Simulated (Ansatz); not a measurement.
# BiSb2O2: the cost of one run

Computed with Ansatz 0.2.0 (DFT PBE, scalar-relativistic, plane waves, PAW, unless a step's input says otherwise).

## (1) The system as given

The structure is tetragonal, space group I4/mmm (No. 139). Conventional cell: a = 4.322 Å, b = 4.322 Å, c = 10.528 Å, α = 90.00°, β = 90.00°, γ = 90.00°. Around Sb (site symmetry -4m2) lie 4 O at 2.56 Å. Bi (site symmetry 4/mmm) has 8 O at 3.31 Å and 8 Sb at 3.41 Å in its first shell of neighbours. O (site symmetry 4mm) has 1 O at 2.52 Å and 4 Sb at 2.56 Å and 4 Bi at 3.31 Å in its first shell of neighbours.

Structure file:

```cif
data_structure
_symmetry_space_group_name_H-M 'P 1'
_symmetry_Int_Tables_number 1
_cell_length_a 6.0868
_cell_length_b 6.0868
_cell_length_c 6.0868
_cell_angle_alpha 138.409
_cell_angle_beta 138.409
_cell_angle_gamma 60.277
_cell_volume 98.33
loop_
_atom_site_label
_atom_site_type_symbol
_atom_site_fract_x
_atom_site_fract_y
_atom_site_fract_z
_atom_site_occupancy
Sb1 Sb 0.25000 0.75000 0.50000 1
Sb2 Sb 0.75000 0.25000 0.50000 1
Bi1 Bi 0.00000 0.00000 0.00000 1
O1 O 0.38016 0.38016 0.00000 1
O2 O 0.61984 0.61984 0.00000 1
```

A structure generator made this guess: species swapped into a database cell of PrAs2Pd2 (I4/mmm, No. 139), with Bi on the Pr sites, O on the As sites and Sb on the Pd sites. Its size is a rough estimate.

## (2) A first look at the guess

input.yaml

```yaml
crystal:
  lattice:
    - [-2.16100788, 2.16100788, 5.26398257]
    - [2.16100788, -2.16100788, 5.26398257]
    - [2.16100788, 2.16100788, -5.26398257]
  atoms:
    - { symbol: Sb, position: [0.25, 0.75, 0.5] }
    - { symbol: Sb, position: [0.75, 0.25, 0.5] }
    - { symbol: Bi, position: [0.0, 0.0, 0.0] }
    - { symbol: O, position: [0.3801606, 0.3801606, 0.0] }
    - { symbol: O, position: [0.6198394, 0.6198394, 0.0] }
basis:
  ecutwfc: 420
kpoints:
  mp_grid: { grid: [6, 6, 6] }
hamiltonian:
  xc: pbe
scf:
  occupations: { method: gaussian, width: 0.1 }
  lower_state_search: "off"
output:
  forces: true
  stress: true
  eigenvalues: true
```

Run with:

```
ansatz run input.yaml --threads 1 --pin off --max-ram 2560MiB --backend cpu --events-out ev --progress --plain --runs-dir out
```

**Question.** How long does this run take on 1 thread of Intel Xeon at 2.50GHz (Skylake/Cascade Lake), shared host, and how much memory does it need?

About 12 s, with a peak of 0.47 GiB.
